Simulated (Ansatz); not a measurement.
# RuCl2 (CdI2 type): equation of state and elastic constants

How stiff is RuCl2 (CdI2 type)? Energies and pressures are computed at volumes on both sides of the relaxed cell and fitted, then the elastic tensor. This structure was made by substitution into a known type, so it needn't be the compound's stable form.

Method: DFT PBE, scalar-relativistic, plane waves, PAW, in Ansatz 0.2.0.

## (1) Starting point

It takes space group P-3m1 (No. 164, trigonal). Conventional cell: a = 3.599 Å, b = 3.599 Å, c = 6.342 Å, α = 90.00°, β = 90.00°, γ = 120.00°. Ru (site symmetry -3m) has 6 Cl at 2.41 Å in its first shell of neighbours. Around Cl (site symmetry 3m) lie 3 Ru at 2.41 Å.

Structure file:

```xyz
3
Lattice="3.5991 0.0000 0.0000 -1.7996 3.1170 0.0000 0.0000 0.0000 6.3423" Properties=species:S:1:pos:R:3 pbc="T T T"
Ru    0.0000    0.0000    0.0000
Cl    0.0000    2.0780    1.2223
Cl    1.7996    1.0390    5.1199
```

An earlier run at PBE left this cell at 23.717 Å³/atom and 0.00 GPa (12×12×6 mesh).

Volume factors to run: 0.980, 1.020, 0.960, 1.040, 1.070, 1.100, 0.945.

## (2) Volume × 0.980

The input, input.yaml:

```yaml
crystal:
  lattice:
    - [3.5749932098, 0.0, 0.0]
    - [-1.7874966049, 3.0960349381, 0.0]
    - [0.0, 0.0, 6.299703138]
  atoms:
    - { symbol: Ru, position: [0.0, 0.0, 0.0] }
    - { symbol: Cl, position: [0.3333333333, 0.6666666667, 0.1927259863] }
    - { symbol: Cl, position: [0.6666666667, 0.3333333333, 0.8072740137] }
basis:
  ecutwfc: 420
  ecutrho_ratio: 4
kpoints:
  mp_grid: { grid: [12, 12, 6] }
hamiltonian:
  xc: pbe
scf:
  occupations: { method: gaussian, width: 0.05 }
output:
  forces: true
  stress: true
  eigenvalues: true
relax:
  f_tol: 0.01
  max_steps: 40
  cell: { stress_tol: 0.1, fix: [volume] }
```

On the command line:

```bash
$ ansatz run input.yaml --threads 2 --pin off --max-ram 2662MiB --backend cpu --events-out ev --progress --plain --runs-dir out
```

Further steps of the session: At 1.020 of the relaxed volume; At 0.960 of the relaxed volume; Scaling the volume by 1.040; Volume × 1.070; Scaling the volume by 1.100; At 0.945 of the relaxed volume; The elastic tensor from strained cells.

Q: Predict the outcome of this session. Wanted: fit; C11, C12, C44; K, G, E; Poisson's ratio.

**Answer**, as computed:

| quantity | value |
| --- | --- |
| fit | poor, no modulus quoted |
| C11, C12, C44 | 108, 32, 0 GPa |
| K, G, E (Hill) | 17, 10, 26 GPa |
| Poisson's ratio | 0.25 |

The points don't follow one smooth curve, or give an unlikely pressure derivative, as when the electronic state or the structure changes between volumes; no modulus is quoted. All eigenvalues of the tensor are positive, so the cell is mechanically stable. K/G = 1.64 lies under Pugh's 1.75, an empirical mark of brittle behaviour drawn from metals, and the universal anisotropy index of 155.07 is large. These are values at 0 K without zero-point motion. No dispersion term is included, so distances between weakly bound layers or units are the least certain numbers.
